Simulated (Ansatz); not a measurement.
Relaxation of a periodic cell of 17 atoms, Si16B (host Si, host structure diamond, interstitial B), to a largest force component of 0.03 eV/Å in at most 60 steps.

Method: DFT PBE, scalar-relativistic, plane waves, PAW (Ansatz). Settings: PAW set soft_1, cutoff 420 eV, k mesh 2x2x2, gaussian smearing 0.05 eV, spin collinear.

```xyz
17
Lattice="0.0000 5.4300 5.4300 5.4300 0.0000 5.4300 5.4300 5.4300 0.0000" Properties=species:S:1:pos:R:3
Si 0.000 0.000 0.000
Si 1.357 1.357 1.357
Si 2.715 2.715 0.000
Si 4.072 4.072 1.357
Si 2.715 0.000 2.715
Si 4.072 1.357 4.072
Si 5.430 2.715 2.715
Si 6.787 4.072 4.072
Si 0.000 2.715 2.715
Si 1.357 4.072 4.072
Si 2.715 5.430 2.715
Si 4.072 6.787 4.072
Si 2.715 2.715 5.430
Si 4.072 4.072 6.787
Si 5.430 5.430 5.430
Si 6.787 6.787 6.787
B 8.127 8.185 2.705
```

Task: Where does it end, and by what steps?

Result: It converged. The force dipped under the threshold on the way, but the program's further checks kept it going. Limits of this set-up: coarse k mesh, a small cell, in which the defect meets its images. After 3 steps the energy has fallen by 0.084 eV; Si6 moved furthest, 0.06 Å.

```csv
step,energy less start (eV),largest force component (eV/Å),accepted
0,0.0000,0.371,yes
1,-0.0683,0.153,yes
2,-0.0836,0.026,yes
3,-0.0836,0.026,yes
```

```xyz
17
Lattice="0.0000 5.4300 5.4300 5.4300 0.0000 5.4300 5.4300 5.4300 0.0000" Properties=species:S:1:pos:R:3
Si -0.007 0.015 -0.005
Si 1.390 1.389 1.390
Si 2.718 2.712 -0.028
Si 4.045 4.043 1.386
Si 2.716 -0.026 2.716
Si 4.036 1.394 4.036
Si 5.457 2.713 2.714
Si 6.794 4.066 4.066
Si -0.027 2.713 2.718
Si 1.384 4.045 4.047
Si 2.716 5.456 2.716
Si 4.073 6.786 4.072
Si 2.715 2.713 5.457
Si 4.067 4.067 6.793
Si 5.433 5.424 5.432
Si 6.791 6.790 6.791
B 8.127 8.185 2.704
```

Whether the end is a true minimum wasn't checked by a vibrational analysis.

Run time: 37 s on 2 threads of Arm Neoverse V1 (shared host), peak memory 0.68 GiB.
